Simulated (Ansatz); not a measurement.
# Na: a tetragonal deformation path

The task here is to estimate one member of a computed series from the others.

Computed with Ansatz 0.2.0 (DFT LDA, scalar-relativistic, plane waves, PAW, unless a step's input says otherwise).

## The system as given

It takes space group Im-3m (No. 229, cubic). The conventional cell has a = 4.235 Å, b = 4.235 Å, c = 4.235 Å, α = 90.00°, β = 90.00°, γ = 90.00°. Na (site symmetry m-3m) is surrounded by 8 Na at 3.67 Å.

Coordinates:

```cif
data_structure
_symmetry_space_group_name_H-M 'Im-3m'
_symmetry_Int_Tables_number 229
_cell_length_a 4.2350
_cell_length_b 4.2350
_cell_length_c 4.2350
_cell_angle_alpha 90.000
_cell_angle_beta 90.000
_cell_angle_gamma 90.000
_cell_volume 75.96
loop_
_atom_site_label
_atom_site_type_symbol
_atom_site_symmetry_multiplicity
_atom_site_Wyckoff_symbol
_atom_site_fract_x
_atom_site_fract_y
_atom_site_fract_z
_atom_site_occupancy
Na1 Na 2 a 0.00000 0.00000 0.00000 1
```

Source of the structure: the Crystallography Open Database.

The first run:

The input, input.yaml:

```yaml
crystal:
  lattice:
    - [-2.1175, 2.1175, 2.1175]
    - [2.1175, -2.1175, 2.1175]
    - [2.1175, 2.1175, -2.1175]
  atoms:
    - { symbol: Na, position: [0.0, 0.0, 0.0] }
basis:
  ecutwfc: 420
kpoints:
  mp_grid: { grid: [6, 6, 6] }
hamiltonian:
  xc: lda
scf:
  occupations: { method: gaussian, width: 0.1 }
output:
  forces: true
  stress: true
  eigenvalues: true
```

Launch:

```bash
$ ansatz run input.yaml --threads 1 --pin off --max-ram 1228MiB --backend cpu --events-out ev --progress --plain --runs-dir out
```

Steps of the session up to this table: A first look at the start; The undisturbed cell; At ρ = 0.707; ρ = 1.414; ρ = 0.850; At ρ = 1.200; At ρ = 0.780; ρ = 1.300; Point ρ = 0.920; ρ = 1.100; Point ρ = 0.650; Point ρ = 1.500; Point ρ = 0.960; At ρ = 1.050.

One of the session's tables, all rows but one given; the rest of the session is left out.

Collected from the runs (energy zero: the undisturbed cell):

| ρ | ΔE (meV/atom) | pressure (GPa) |
| --- | --- | --- |
| 0.650 | 80.1 | -0.5 |
| 0.707 | 42.0 | -0.7 |
| 0.780 | 16.0 | -0.8 |
| 0.850 | 4.8 | -0.9 |
| 0.920 | ? | ? |
| 0.960 | 0.1 | -0.9 |
| 1.000 | 0.0 | -0.9 |
| 1.050 | 0.0 | -0.9 |
| 1.100 | 0.1 | -0.9 |
| 1.200 | 0.0 | -0.9 |
| 1.300 | -0.5 | -0.9 |
| 1.414 | -0.9 | -0.9 |
| 1.500 | -0.4 | -0.9 |

Q: Estimate the row for ρ = 0.920 from the others.

Worked estimate for «ΔE (meV/atom)». A straight line through the neighbours (0.850, 4.8) and (0.960, 0.1) gives 4.8 + (0.1 − 4.8) × (0.920 − 0.850) / (0.960 − 0.850) = 1.8; a parabola fitted to 4 rows on both sides gives 0.0.

**Answer.** ΔE (meV/atom): 0.8; pressure (GPa): -0.9. In «ΔE (meV/atom)» the line misses by +1.0 and the parabola by -0.8.
